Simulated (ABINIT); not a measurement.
ZrSeS:

```xyz
3
Lattice="3.7500 0.0000 0.0000 -1.8750 3.2476 0.0000 0.0000 0.0000 6.2348" Properties=species:S:1:pos:R:3 pbc="T T T"
Zr    0.0000    0.0000    0.0780
Se    1.8750    1.0825    4.6972
S     0.0000    2.1651    1.4596
```

The cell comes from a database or a generator and needn't be the stable form of this composition.

```yaml
Program: ABINIT 10.8.3 (patched build)
Task: relaxation of cell and atoms
Functional: PBEsol
Potentials_or_basis: JTH PAW PBE v2.0
Cutoff: 544 eV
k_mesh: 8 × 8 × 5
Occupations: fermi-dirac, width 0.05 eV
Spin: no spin polarisation
```

At the start: pressure -2.5 GPa; volume 25.31 Å³/atom.

**Question.** Where does the relaxation end?

**Answer.** Over 13 steps the energy falls by 10.0 meV/atom and the volume is 23.60 Å³/atom (-6.7 %); space group P3m1 (No. 156, to 0.05 Å).

Step by step:
```csv
step,energy change (eV),largest force (eV/Å),pressure (GPa),volume (Å³)
1,0.0000,0.1772,-2.46,75.93
2,-0.0088,0.0818,-1.80,75.36
3,-0.0196,0.1965,0.09,73.78
4,-0.0205,0.1778,0.09,73.72
5,-0.0246,0.0576,-0.10,73.22
6,-0.0247,0.0506,-0.10,73.21
7,-0.0253,0.0650,-0.07,73.03
8,-0.0255,0.0873,-0.04,72.86
9,-0.0259,0.1214,-0.02,72.55
10,-0.0270,0.1563,0.02,71.83
11,-0.0280,0.1944,0.13,70.28
12,-0.0290,0.1286,0.04,70.74
13,-0.0299,0.0235,-0.01,70.81
```

Final structure:
```xyz
3
Lattice="3.6783 0.0000 0.0000 -1.8391 3.1855 0.0000 0.0000 0.0000 6.0434" Properties=species:S:1:pos:R:3 pbc="T T T"
Zr    0.0000    0.0000    0.0785
Se    1.8391    1.0618    4.4857
S     0.0000    2.1237    1.4792
```

Caveat: the PAW data sets were made with another functional, which shifts forces and pressure a little; this functional lacks dispersion, which binds the layers, so the pressure and a relaxed spacing across them are unreliable.
